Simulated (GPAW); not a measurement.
The system is TaTe.

```
Ta Te
1.0
     3.42009    0.00000    0.00000
     0.00000    3.42009    0.00000
     0.00000    0.00000    3.42009
Ta Te
1 1
Direct
  0.50000 0.50000 0.50000
  0.00000 0.00000 0.00000
```

The cell was built by a generator and needn't be a form met in nature.

* Program: GPAW 26.7.0
* Task: relaxation of cell and atoms
* Functional: LDA
* Potentials or basis: the program's PAW data sets (release 1.2.1) made for this functional
* Cutoff: 600 eV
* Basis: pw
* k mesh: 8 × 8 × 8
* Occupations: fermi-dirac, width 0.05 eV
* Spin: no spin polarisation

At the start: pressure -8.9 GPa; volume 20.00 Å³/atom.

Where does the relaxation end?

Over 4 steps the energy falls by 35.6 meV/atom and the volume is 18.81 Å³/atom (-5.9 %); space group Pm-3m (No. 221, to 0.05 Å).

The path:
```
step  energy change (eV)  largest force (eV/Å)  pressure (GPa)  volume (Å³)
   1              0.0000                0.0000           -8.94        40.00
   2             -0.0439                0.0000           -5.76        39.06
   3             -0.0711                0.0000            0.53        37.50
   4             -0.0713                0.0000           -0.03        37.63
```

Final structure:
```cif
data_structure
_symmetry_space_group_name_H-M 'P 1'
_symmetry_Int_Tables_number 1
_cell_length_a 3.3510
_cell_length_b 3.3510
_cell_length_c 3.3510
_cell_angle_alpha 90.000
_cell_angle_beta 90.000
_cell_angle_gamma 90.000
_cell_volume 37.63
loop_
_atom_site_label
_atom_site_type_symbol
_atom_site_fract_x
_atom_site_fract_y
_atom_site_fract_z
_atom_site_occupancy
Ta1 Ta 0.50000 0.50000 0.50000 1
Te1 Te 0.00000 0.00000 0.00000 1
```

Caveat: later steps reuse the first step's grids.
